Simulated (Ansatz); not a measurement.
**C₆H₁₉GeN₃O: basis-set convergence**

How large a basis does C₆H₁₉GeN₃O need? Two functionals are run in growing sets.

Method: one geometry, several basis sets; program: Ansatz 0.2.0, Gaussian basis.

Levels to be run: PBE0-D4/def2-SVP; ωB97M-V/def2-SVP; PBE0-D4/def2-QZVPP; ωB97M-V/def2-QZVPP; the functionals' def2-TZVPP values are taken from earlier runs.

**1. The relaxed structure**

The geometry comes from an earlier relaxation with PBE0-D4 in a triple-zeta def2 set; it is a stationary point, not always the lowest conformer.

SMILES `C[N](C)[Ge]([OH])([N](C)C)[N](C)C`, 30 atoms, charge 0, spin multiplicity 1.

Atoms are counted from 1 here; the program's logs count them from 0.

Bond lengths: C1–N2 1.442 Å, C1–H12 1.098 Å, C1–H13 1.090 Å, C1–H14 1.102 Å, N2–C3 1.441 Å, N2–Ge4 1.821 Å, C3–H15 1.098 Å, C3–H16 1.102 Å, C3–H17 1.093 Å, Ge4–O5 1.782 Å, Ge4–N6 1.832 Å, Ge4–N9 1.816 Å, O5–H18 0.959 Å, N6–C7 1.443 Å, N6–C8 1.443 Å, C7–H19 1.092 Å, C7–H20 1.102 Å, C7–H21 1.098 Å and more. Angles: N2–C1–H12 110.0°, N2–C1–H13 110.4°, N2–C1–H14 112.8°, H12–C1–H13 108.0°, H12–C1–H14 107.2°, H13–C1–H14 108.2°, C1–N2–C3 113.7°, C1–N2–Ge4 120.7°, C3–N2–Ge4 117.9°, N2–C3–H15 110.4°, N2–C3–H16 113.0°, N2–C3–H17 110.6°, H15–C3–H16 107.2°, H15–C3–H17 107.5°, H16–C3–H17 107.9°, N2–Ge4–O5 102.4°, N2–Ge4–N6 120.2°, N2–Ge4–N9 106.8° and more.

**2. PBE0-D4 in def2-SVP**

Input file in.yaml:

```yaml
crystal:
  periodic: [false, false, false]
  atoms:
    - {symbol: C, position_ang: [-1.139805, 1.652525, -2.170406]}
    - {symbol: N, position_ang: [-0.991075, 0.464807, -1.365838]}
    - {symbol: C, position_ang: [-0.871566, -0.746493, -2.138040]}
    - {symbol: Ge, position_ang: [-0.151894, 0.533171, 0.248560]}
    - {symbol: O, position_ang: [-0.418283, 2.223449, 0.747457]}
    - {symbol: N, position_ang: [1.653951, 0.247210, 0.360730]}
    - {symbol: C, position_ang: [2.175403, -1.076136, 0.119463]}
    - {symbol: C, position_ang: [2.554136, 1.291911, -0.063917]}
    - {symbol: N, position_ang: [-0.897555, -0.760198, 1.282641]}
    - {symbol: C, position_ang: [-2.305264, -1.054095, 1.185427]}
    - {symbol: C, position_ang: [-0.315443, -1.126404, 2.548411]}
    - {symbol: H, position_ang: [-2.054122, 1.585559, -2.774385]}
    - {symbol: H, position_ang: [-1.219561, 2.534236, -1.534949]}
    - {symbol: H, position_ang: [-0.299300, 1.804237, -2.866783]}
    - {symbol: H, position_ang: [-1.767374, -0.896221, -2.754791]}
    - {symbol: H, position_ang: [-0.004523, -0.740752, -2.818324]}
    - {symbol: H, position_ang: [-0.776828, -1.614016, -1.480048]}
    - {symbol: H, position_ang: [-0.120377, 2.379081, 1.646013]}
    - {symbol: H, position_ang: [1.448900, -1.835417, 0.414983]}
    - {symbol: H, position_ang: [2.431142, -1.246148, -0.938759]}
    - {symbol: H, position_ang: [3.090061, -1.240894, 0.704376]}
    - {symbol: H, position_ang: [3.488792, 1.248136, 0.510439]}
    - {symbol: H, position_ang: [2.823443, 1.214662, -1.129711]}
    - {symbol: H, position_ang: [2.105299, 2.273023, 0.098931]}
    - {symbol: H, position_ang: [-2.480900, -2.135413, 1.264072]}
    - {symbol: H, position_ang: [-2.888760, -0.568275, 1.982458]}
    - {symbol: H, position_ang: [-2.697191, -0.713921, 0.225928]}
    - {symbol: H, position_ang: [-0.372587, -2.212248, 2.704637]}
    - {symbol: H, position_ang: [0.735915, -0.836034, 2.584994]}
    - {symbol: H, position_ang: [-0.830233, -0.649945, 3.397629]}
basis:
  gaussian: {orbitals: def2-SVP}
hamiltonian: {xc: pbe0, dispersion: d4}
output: {orbitals: {seedname: orbitals}}
```

Launch:

```sh
> ansatz run in.yaml --threads 11 --pin off --events-out ev --progress --plain --max-ram 166912MiB --backend cpu
```

The runs that follow: ωB97M-V in def2-SVP; PBE0-D4 in def2-QZVPP; ωB97M-V in def2-QZVPP.

Q: Predict the results of all the runs planned. Wanted: PBE0-D4: double and triple zeta above quadruple; ωB97M-V: double and triple zeta above quadruple.

The runs gave:

| quantity | value |
| --- | --- |
| PBE0-D4: double and triple zeta above quadruple | 23.76, 1.98 eV |
| ωB97M-V: double and triple zeta above quadruple | 24.36, 1.91 eV |

In words: For PBE0-D4 the step from double to triple zeta gains 21.79 eV and the next only 1.98 eV. Total energies overstate the basis error of differences, where much of it tends to cancel. The LUMO of ωB97M-V is positive and keeps falling with the basis (2.81 to 1.44 eV): an unbound level that the basis holds in place.
